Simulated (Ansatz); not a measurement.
Runs of Ansatz 0.2.0 on HPbNO4. The structure is monoclinic, space group P2_1/m (No. 11). Conventional cell: a = 6.859 Å, b = 4.229 Å, c = 8.026 Å, α = 90.00°, β = 114.99°, γ = 90.00°. H (site symmetry m) has 1 O at 0.99 Å as nearest neighbours. Around Pb (site symmetry m) lie 5 O at 2.47 to 2.74 Å. N (site symmetry m) has 3 O at 1.24 to 1.28 Å as nearest neighbours. O (site symmetry m) has 1 H at 0.99 Å as nearest neighbours. O (site symmetry m) is surrounded by 1 N at 1.24 Å. O (site symmetry m) has 1 N at 1.27 Å as nearest neighbours. O (site symmetry m) is surrounded by 1 N at 1.28 Å. The cell was built by a generator and needn't be a form met in nature.

```tsv
task	level	cell	k mesh	cutoff (eV)	points for each segment of the path	gap on the mesh (eV)	pressure (GPa)	relaxed volume (Å³/atom)	largest force (eV/Å)
band structure	PBEsol	as given	5 × 6 × 4	420	10	(a)	-2.7	-	0.41
relaxation of cell and atoms	r2SCAN+D4	relaxed	3 × 5 × 3	500	-	3.47	0.0	13.96	0.01
relaxation of cell and atoms	PBEsol	relaxed	3 × 5 × 3	420	-	(b)	0.0	14.08	-
relaxation of cell and atoms	PBE+D4	relaxed	3 × 5 × 3	420	-	3.03	0.0	(c)	0.01
```

Alike in all rows: potentials or basis Ansatz PAW; no spin polarisation; smearing fermi-dirac 0.05 eV.

Question: Fill in the values left out.

Answer: (a) 3.07; (b) 2.99; (c) 14.48.

Caveats: spin-orbit coupling is left out, which as a rule narrows the gap of such compounds by several tenths of an eV; the PAW data sets come from PBE, with cores solved anew for the run's functional, which leaves a small shift of forces and pressure (some runs); odd divisions of the mesh miss points on the zone boundary, where band edges often lie, so the gap on the mesh can be too wide (some runs); the plane-wave basis is chosen anew once the cell has moved, so the energies of steps on either side of that aren't comparable (some runs).

A k mesh can miss the band edges, and the runs leave out spin-orbit coupling on Pb.
